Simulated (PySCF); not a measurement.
**A gas-phase reaction: ClFH2OSi + F → ClFHOSi + FH**

Wanted: the reaction energy for `O[SiH](F)Cl` + `[F-]` → `[O-][SiH](F)Cl` + `F`.

Computed with PySCF 2.14.0; each step states its level. No surroundings beyond the atoms listed, unless a continuum is named. Atoms count from 0, parts from 1.

### Step 1. Starting point

Each species was relaxed by itself at PBE0-D3(BJ)/def2-SVPD.

### Step 2. Reaction energy: wB97M-D3(BJ)/def2-TZVPD

Job settings and geometry (Å):

```
{"job": {"kind": "react", "xc": "wB97M-D3(BJ)", "basis": "def2-TZVPD"}, "charge": 0, "multiplicity": 1}
-1 ClFH2OSi charge 0 multiplicity 1
O     -1.185150    -0.453630     0.004810
Si     0.325690     0.157200     0.189620
F      0.539560     1.465900    -0.746770
Cl     1.755380    -1.195620    -0.410880
H     -1.457430    -0.837070    -0.832930
H      0.499960     0.534670     1.599160

-1 F charge -1 multiplicity 1
F      0.000000     0.000000     0.000000

+1 ClFHOSi charge -1 multiplicity 1
O     -0.701910     1.501500    -0.672760
Si    -0.118180     0.208150    -0.032840
F     -0.525650    -1.252640    -0.725560
Cl     2.041230     0.028740    -0.124390
H     -0.361730    -0.080290     1.416480

+1 FH charge 0 multiplicity 1
F      0.460000     0.008330     0.003530
H     -0.460010    -0.008330    -0.003530
```

Level: wB97M-D3(BJ)/def2-TZVPD reaction energy of separated species, gas phase.

Launch:

```bash
OMP_NUM_THREADS=1 python cluster_run.py task.json out
```

The driver reads the jobs from task.json and runs them one after another.

Standard output:

```text
species 1 (ClFH2OSi)
coarse grid: 28152 points
cycle   1  E = -926.2380804046  dE =  3.107e-01  |g| = 8.293e-01  |ddm| = 1.881e+00
cycle   2  E = -926.2312814558  dE =  6.799e-03  |g| = 9.378e-01  |ddm| = 9.445e-01
cycle   3  E = -926.3645416213  dE = -1.333e-01  |g| = 4.987e-02  |ddm| = 4.685e-01
cycle   4  E = -926.3650662422  dE = -5.246e-04  |g| = 2.267e-02  |ddm| = 6.616e-02
cycle   5  E = -926.3651746480  dE = -1.084e-04  |g| = 3.815e-03  |ddm| = 2.065e-02
cycle   6  E = -926.3651798429  dE = -5.195e-06  |g| = 7.203e-04  |ddm| = 7.038e-03
final grid: 57232 points
cycle   7  E = -926.3650594984  dE = -3.588e-07  |g| = 4.831e-04  |ddm| = 2.322e-03
cycle   8  E = -926.3650595209  dE = -2.254e-08  |g| = 4.990e-04  |ddm| = 6.840e-04
cycle   9  E = -926.3650595611  dE = -4.022e-08  |g| = 5.858e-05  |ddm| = 2.436e-04
cycle  10  E = -926.3650595630  dE = -1.910e-09  |g| = 2.762e-05  |ddm| = 1.143e-04
cycle  11  E = -926.3650595633  dE = -2.854e-10  |g| = 6.032e-06  |ddm| = 4.121e-05
converged SCF energy = -926.3650595633

species 2 (F)
coarse grid: 5304 points
cycle   1  E = -99.7735595435  dE = -1.701e-01  |g| = 8.390e-01  |ddm| = 3.042e-01
cycle   2  E = -99.4217741307  dE =  3.518e-01  |g| = 1.736e+00  |ddm| = 1.187e+00
cycle   3  E = -99.9129072191  dE = -4.911e-01  |g| = 3.879e-02  |ddm| = 7.668e-01
cycle   4  E = -99.9130379075  dE = -1.307e-04  |g| = 2.144e-02  |ddm| = 3.124e-02
cycle   5  E = -99.9130976974  dE = -5.979e-05  |g| = 1.450e-03  |ddm| = 8.861e-03
cycle   6  E = -99.9130979605  dE = -2.631e-07  |g| = 2.299e-04  |ddm| = 4.862e-04
final grid: 11608 points
cycle   7  E = -99.9130859017  dE =  1.872e-09  |g| = 2.255e-04  |ddm| = 1.777e-04
cycle   8  E = -99.9130858948  dE =  6.925e-09  |g| = 3.200e-04  |ddm| = 1.966e-04
cycle   9  E = -99.9130859089  dE = -1.404e-08  |g| = 1.900e-06  |ddm| = 1.112e-04
cycle  10  E = -99.9130859089  dE = -1.251e-12  |g| = 7.399e-08  |ddm| = 3.603e-06
converged SCF energy = -99.9130859089

species 3 (ClFHOSi)
coarse grid: 25680 points
cycle   1  E = -925.5841146060  dE =  1.206e-01  |g| = 1.090e+00  |ddm| = 1.782e+00
cycle   2  E = -925.2910417559  dE =  2.931e-01  |g| = 1.685e+00  |ddm| = 1.573e+00
cycle   3  E = -925.8146564612  dE = -5.236e-01  |g| = 1.616e-01  |ddm| = 1.021e+00
cycle   4  E = -925.8185914966  dE = -3.935e-03  |g| = 7.583e-02  |ddm| = 1.193e-01
cycle   5  E = -925.8194243603  dE = -8.329e-04  |g| = 1.335e-02  |ddm| = 4.235e-02
cycle   6  E = -925.8194650869  dE = -4.073e-05  |g| = 4.891e-03  |ddm| = 1.571e-02
cycle   7  E = -925.8194712779  dE = -6.191e-06  |g| = 7.074e-04  |ddm| = 6.943e-03
final grid: 51856 points
cycle   8  E = -925.8194521119  dE = -3.514e-07  |g| = 4.862e-04  |ddm| = 2.043e-03
cycle   9  E = -925.8194521220  dE = -1.013e-08  |g| = 6.149e-04  |ddm| = 8.267e-04
cycle  10  E = -925.8194521871  dE = -6.508e-08  |g| = 7.700e-05  |ddm| = 3.295e-04
cycle  11  E = -925.8194521903  dE = -3.209e-09  |g| = 3.745e-05  |ddm| = 1.441e-04
cycle  12  E = -925.8194521909  dE = -6.132e-10  |g| = 1.243e-05  |ddm| = 7.513e-05
converged SCF energy = -925.8194521909

species 4 (FH)
coarse grid: 7776 points
cycle   1  E = -100.4688140677  dE = -9.408e-02  |g| = 4.644e-01  |ddm| = 6.197e-01
cycle   2  E = -100.4724952454  dE = -3.681e-03  |g| = 5.038e-01  |ddm| = 3.808e-01
cycle   3  E = -100.5053083466  dE = -3.281e-02  |g| = 2.574e-02  |ddm| = 1.678e-01
cycle   4  E = -100.5053843246  dE = -7.598e-05  |g| = 5.006e-03  |ddm| = 1.077e-02
cycle   5  E = -100.5053889658  dE = -4.641e-06  |g| = 4.334e-04  |ddm| = 3.766e-03
final grid: 16976 points
cycle   6  E = -100.5053938130  dE = -6.399e-08  |g| = 1.075e-04  |ddm| = 8.224e-04
cycle   7  E = -100.5053938165  dE = -3.439e-09  |g| = 8.339e-05  |ddm| = 2.187e-04
cycle   8  E = -100.5053938174  dE = -9.081e-10  |g| = 2.021e-05  |ddm| = 3.762e-05
converged SCF energy = -100.5053938174

Reaction energy = -28.869 kcal/mol
```

It took 30 s on 1 thread of Arm Neoverse N1, shared host; peak memory 0.63 GiB.

Species by species (with the dispersion term, which the log's SCF energies lack):

```
 ν         species  energy (Eh)  HOMO (eV)
-1     O[SiH](F)Cl   -926.37041     -11.99
-1            [F-]    -99.91309      -2.89
+1  [O-][SiH](F)Cl   -925.82387      -5.02
+1               F   -100.50563     -14.54
```

### Step 3. Reaction energy: PBE0-D3(BJ)/def2-TZVPD

Same as in step 2 but for these lines:

```diff
@@ -1,2 +1,2 @@
-{"job": {"kind": "react", "xc": "wB97M-D3(BJ)", "basis": "def2-TZVPD"}, "charge": 0, "multiplicity": 1}
+{"job": {"kind": "react", "xc": "PBE0", "basis": "def2-TZVPD", "disp": "d3bj"}, "charge": 0, "multiplicity": 1}
 -1 ClFH2OSi charge 0 multiplicity 1
```

Level: PBE0-D3(BJ)/def2-TZVPD reaction energy of separated species, gas phase.

Standard output:

```text
species 1 (ClFH2OSi)
coarse grid: 6664 points
cycle   1  E = -925.6657026101  dE =  3.532e-01  |g| = 8.598e-01  |ddm| = 1.962e+00
cycle   2  E = -925.4824820917  dE =  1.832e-01  |g| = 1.357e+00  |ddm| = 1.178e+00
cycle   3  E = -925.7890262357  dE = -3.065e-01  |g| = 7.650e-02  |ddm| = 7.459e-01
cycle   4  E = -925.7900866082  dE = -1.060e-03  |g| = 4.004e-02  |ddm| = 9.059e-02
cycle   5  E = -925.7903766756  dE = -2.901e-04  |g| = 9.290e-03  |ddm| = 3.019e-02
cycle   6  E = -925.7903892403  dE = -1.256e-05  |g| = 4.020e-03  |ddm| = 6.763e-03
cycle   7  E = -925.7903916048  dE = -2.365e-06  |g| = 7.667e-04  |ddm| = 2.182e-03
final grid: 57232 points
cycle   8  E = -925.7932947717  dE = -2.962e-05  |g| = 4.937e-03  |ddm| = 2.159e-02
cycle   9  E = -925.7932903256  dE =  4.446e-06  |g| = 6.854e-03  |ddm| = 6.418e-03
cycle  10  E = -925.7932983248  dE = -7.999e-06  |g| = 7.703e-04  |ddm| = 3.898e-03
cycle  11  E = -925.7932984104  dE = -8.556e-08  |g| = 1.711e-04  |ddm| = 5.174e-04
cycle  12  E = -925.7932984170  dE = -6.625e-09  |g| = 4.713e-05  |ddm| = 1.730e-04
cycle  13  E = -925.7932984175  dE = -5.111e-10  |g| = 1.207e-05  |ddm| = 3.287e-05
converged SCF energy = -925.7932984175

species 2 (F)
coarse grid: 1088 points
cycle   1  E = -99.6480299908  dE = -8.108e-02  |g| = 8.599e-01  |ddm| = 3.156e-01
cycle   2  E = -97.8823061729  dE =  1.766e+00  |g| = 3.110e+00  |ddm| = 2.037e+00
cycle   3  E = -99.7922027745  dE = -1.910e+00  |g| = 7.027e-02  |ddm| = 1.718e+00
cycle   4  E = -99.7924511220  dE = -2.483e-04  |g| = 5.277e-02  |ddm| = 6.585e-02
cycle   5  E = -99.7928802840  dE = -4.292e-04  |g| = 8.706e-03  |ddm| = 1.832e-02
cycle   6  E = -99.7928921043  dE = -1.182e-05  |g| = 1.037e-03  |ddm| = 3.146e-03
cycle   7  E = -99.7928922756  dE = -1.713e-07  |g| = 4.564e-06  |ddm| = 4.256e-04
final grid: 11608 points
cycle   8  E = -99.7963210859  dE = -3.387e-06  |g| = 9.094e-04  |ddm| = 3.670e-03
cycle   9  E = -99.7963207951  dE =  2.908e-07  |g| = 1.611e-03  |ddm| = 9.527e-04
cycle  10  E = -99.7963211908  dE = -3.957e-07  |g| = 1.338e-04  |ddm| = 7.234e-04
cycle  11  E = -99.7963211937  dE = -2.821e-09  |g| = 9.473e-06  |ddm| = 6.123e-05
cycle  12  E = -99.7963211937  dE = -1.552e-11  |g| = 5.050e-07  |ddm| = 4.784e-06
converged SCF energy = -99.7963211937

species 3 (ClFHOSi)
coarse grid: 6040 points
cycle   1  E = -924.9988912738  dE =  2.267e-01  |g| = 1.112e+00  |ddm| = 1.870e+00
cycle   2  E = -923.3953181884  dE =  1.604e+00  |g| = 2.775e+00  |ddm| = 4.321e+00
cycle   3  E = -925.2037963594  dE = -1.808e+00  |g| = 4.166e-01  |ddm| = 4.131e+00
cycle   4  E = -925.2317088129  dE = -2.791e-02  |g| = 2.210e-01  |ddm| = 3.370e-01
cycle   5  E = -925.2383848205  dE = -6.676e-03  |g| = 3.997e-02  |ddm| = 9.658e-02
cycle   6  E = -925.2387066805  dE = -3.219e-04  |g| = 1.508e-02  |ddm| = 3.784e-02
cycle   7  E = -925.2387494754  dE = -4.279e-05  |g| = 2.490e-03  |ddm| = 1.063e-02
cycle   8  E = -925.2387507825  dE = -1.307e-06  |g| = 8.622e-04  |ddm| = 1.974e-03
final grid: 51856 points
cycle   9  E = -925.2429707384  dE = -1.306e-05  |g| = 8.495e-03  |ddm| = 1.845e-02
cycle  10  E = -925.2429269308  dE =  4.381e-05  |g| = 1.745e-02  |ddm| = 1.379e-02
cycle  11  E = -925.2429827943  dE = -5.586e-05  |g| = 8.958e-04  |ddm| = 9.744e-03
cycle  12  E = -925.2429829207  dE = -1.264e-07  |g| = 1.892e-04  |ddm| = 6.086e-04
cycle  13  E = -925.2429829268  dE = -6.159e-09  |g| = 6.547e-05  |ddm| = 1.356e-04
cycle  14  E = -925.2429829274  dE = -5.655e-10  |g| = 1.719e-05  |ddm| = 3.727e-05
converged SCF energy = -925.2429829274

species 4 (FH)
coarse grid: 1712 points
cycle   1  E = -100.3541487404  dE = -3.604e-02  |g| = 4.958e-01  |ddm| = 6.253e-01
cycle   2  E = -100.3146301711  dE =  3.952e-02  |g| = 7.430e-01  |ddm| = 5.125e-01
cycle   3  E = -100.3938732091  dE = -7.924e-02  |g| = 2.284e-02  |ddm| = 2.892e-01
cycle   4  E = -100.3939487648  dE = -7.556e-05  |g| = 4.205e-03  |ddm| = 9.787e-03
cycle   5  E = -100.3939507488  dE = -1.984e-06  |g| = 3.557e-04  |ddm| = 1.247e-03
final grid: 16976 points
cycle   6  E = -100.3948398850  dE = -1.861e-05  |g| = 4.006e-03  |ddm| = 7.553e-03
cycle   7  E = -100.3948379497  dE =  1.935e-06  |g| = 5.512e-03  |ddm| = 3.360e-03
cycle   8  E = -100.3948420593  dE = -4.110e-06  |g| = 9.868e-05  |ddm| = 2.018e-03
cycle   9  E = -100.3948420606  dE = -1.263e-09  |g| = 1.771e-05  |ddm| = 3.903e-05
cycle  10  E = -100.3948420606  dE = -4.772e-11  |g| = 3.064e-06  |ddm| = 1.022e-05
converged SCF energy = -100.3948420606

Reaction energy = -29.966 kcal/mol
```

Run time: 16 s. Hardware: 1 thread of Arm Neoverse N1, shared host; peak memory 0.6 GiB.

Reaction energy at this level: -29.97 kcal/mol.

### Step 4. Energies of the species: MP2/def2-TZVPD

Same as in step 3 but for these lines:

```diff
@@ -1,2 +1,2 @@
-{"job": {"kind": "react", "xc": "PBE0", "basis": "def2-TZVPD", "disp": "d3bj"}, "charge": 0, "multiplicity": 1}
+{"job": {"kind": "react", "xc": "MP2", "basis": "def2-TZVPD"}, "charge": 0, "multiplicity": 1}
 -1 ClFH2OSi charge 0 multiplicity 1
```

Method: MP2/def2-TZVPD reaction energy of separated species, gas phase.

Standard output:

```text
species 1 (ClFH2OSi)
final grid: 57232 points
cycle   1  E = -924.0907887182  dE =  2.221e-01  |g| = 6.806e-01  |ddm| = 1.846e+00
cycle   2  E = -924.1592384298  dE = -6.845e-02  |g| = 4.140e-01  |ddm| = 5.986e-01
cycle   3  E = -924.1857499931  dE = -2.651e-02  |g| = 4.590e-02  |ddm| = 2.290e-01
cycle   4  E = -924.1864228197  dE = -6.728e-04  |g| = 1.306e-02  |ddm| = 6.400e-02
cycle   5  E = -924.1864806544  dE = -5.783e-05  |g| = 3.483e-03  |ddm| = 1.694e-02
cycle   6  E = -924.1864862195  dE = -5.565e-06  |g| = 9.887e-04  |ddm| = 5.235e-03
cycle   7  E = -924.1864869711  dE = -7.516e-07  |g| = 2.981e-04  |ddm| = 1.685e-03
cycle   8  E = -924.1864870289  dE = -5.780e-08  |g| = 1.290e-04  |ddm| = 4.505e-04
cycle   9  E = -924.1864870340  dE = -5.134e-09  |g| = 2.452e-05  |ddm| = 1.279e-04
cycle  10  E = -924.1864870344  dE = -3.408e-10  |g| = 5.146e-06  |ddm| = 4.501e-05
converged SCF energy = -924.1864870344

species 2 (F)
final grid: 11608 points
cycle   1  E = -99.3592696078  dE = -3.000e-01  |g| = 7.108e-01  |ddm| = 3.059e-01
cycle   2  E = -99.3903756058  dE = -3.111e-02  |g| = 6.853e-01  |ddm| = 5.988e-01
cycle   3  E = -99.4557536270  dE = -6.538e-02  |g| = 2.437e-02  |ddm| = 2.430e-01
cycle   4  E = -99.4558111344  dE = -5.751e-05  |g| = 6.431e-03  |ddm| = 1.091e-02
cycle   5  E = -99.4558164541  dE = -5.320e-06  |g| = 3.885e-04  |ddm| = 2.877e-03
cycle   6  E = -99.4558165090  dE = -5.484e-08  |g| = 8.773e-05  |ddm| = 6.183e-04
cycle   7  E = -99.4558165112  dE = -2.184e-09  |g| = 5.920e-06  |ddm| = 1.392e-04
cycle   8  E = -99.4558165112  dE = -7.446e-12  |g| = 2.351e-07  |ddm| = 6.363e-06
converged SCF energy = -99.4558165112

species 3 (ClFHOSi)
final grid: 51856 points
cycle   1  E = -923.4626727685  dE = -3.975e-02  |g| = 8.838e-01  |ddm| = 1.751e+00
cycle   2  E = -923.5237218765  dE = -6.105e-02  |g| = 7.525e-01  |ddm| = 9.840e-01
cycle   3  E = -923.6221815901  dE = -9.846e-02  |g| = 6.338e-02  |ddm| = 4.641e-01
cycle   4  E = -923.6232772447  dE = -1.096e-03  |g| = 3.118e-02  |ddm| = 7.410e-02
cycle   5  E = -923.6234914430  dE = -2.142e-04  |g| = 5.417e-03  |ddm| = 2.831e-02
cycle   6  E = -923.6235066469  dE = -1.520e-05  |g| = 2.059e-03  |ddm| = 9.165e-03
cycle   7  E = -923.6235087271  dE = -2.080e-06  |g| = 6.697e-04  |ddm| = 3.066e-03
cycle   8  E = -923.6235090747  dE = -3.476e-07  |g| = 1.871e-04  |ddm| = 1.386e-03
cycle   9  E = -923.6235090956  dE = -2.093e-08  |g| = 4.463e-05  |ddm| = 3.767e-04
cycle  10  E = -923.6235090967  dE = -1.042e-09  |g| = 1.346e-05  |ddm| = 7.470e-05
cycle  11  E = -923.6235090968  dE = -1.007e-10  |g| = 5.381e-06  |ddm| = 2.204e-05
converged SCF energy = -923.6235090968

species 4 (FH)
final grid: 16976 points
cycle   1  E = -100.0371200757  dE = -1.649e-01  |g| = 4.007e-01  |ddm| = 6.032e-01
cycle   2  E = -100.0578877479  dE = -2.077e-02  |g| = 2.336e-01  |ddm| = 2.533e-01
cycle   3  E = -100.0646341234  dE = -6.746e-03  |g| = 2.356e-02  |ddm| = 8.091e-02
cycle   4  E = -100.0647515518  dE = -1.174e-04  |g| = 6.199e-03  |ddm| = 1.253e-02
cycle   5  E = -100.0647672636  dE = -1.571e-05  |g| = 1.459e-03  |ddm| = 5.121e-03
cycle   6  E = -100.0647685365  dE = -1.273e-06  |g| = 2.290e-04  |ddm| = 1.848e-03
cycle   7  E = -100.0647685709  dE = -3.438e-08  |g| = 1.958e-05  |ddm| = 4.211e-04
cycle   8  E = -100.0647685711  dE = -1.851e-10  |g| = 2.360e-06  |ddm| = 2.495e-05
converged SCF energy = -100.0647685711

Reaction energy = -31.234 kcal/mol
```

Run time: 8.2 s. Hardware: 1 thread of Arm Neoverse N1, shared host; peak memory 0.44 GiB.

Reaction energy at this level: -31.23 kcal/mol.

### Step 5. Side by side

Energies in kcal/mol, with wall time:

| run | reaction | time |
| --- | --- | --- |
| wB97M-D3(BJ)/def2-TZVPD | -28.87 | 30 s |
| PBE0-D3(BJ)/def2-TZVPD | -29.97 | 16 s |
| MP2/def2-TZVPD | -31.23 | 8.2 s |

### Step 6. Results

```
                                                quantity                      value
               reaction energy (wB97M-D3(BJ)/def2-TZVPD)            -28.87 kcal/mol
                     ΔH, ΔG at 298 K (xTB thermal terms)      -29.8, -31.0 kcal/mol
range of the reaction energy over the runs of this table  -31.23 to -28.87 kcal/mol
```

The reaction is exothermic by 29.8 kcal/mol in the gas phase; dispersion gives +0.44, and xTB itself gave -32.64 for the electronic energy (xTB energies and thermal terms come from the earlier relaxation of each species, not shown). No barrier was sought. The reaction energy runs from -31.23 (MP2/def2-TZVPD) to -28.87 kcal/mol (wB97M-D3(BJ)/def2-TZVPD).
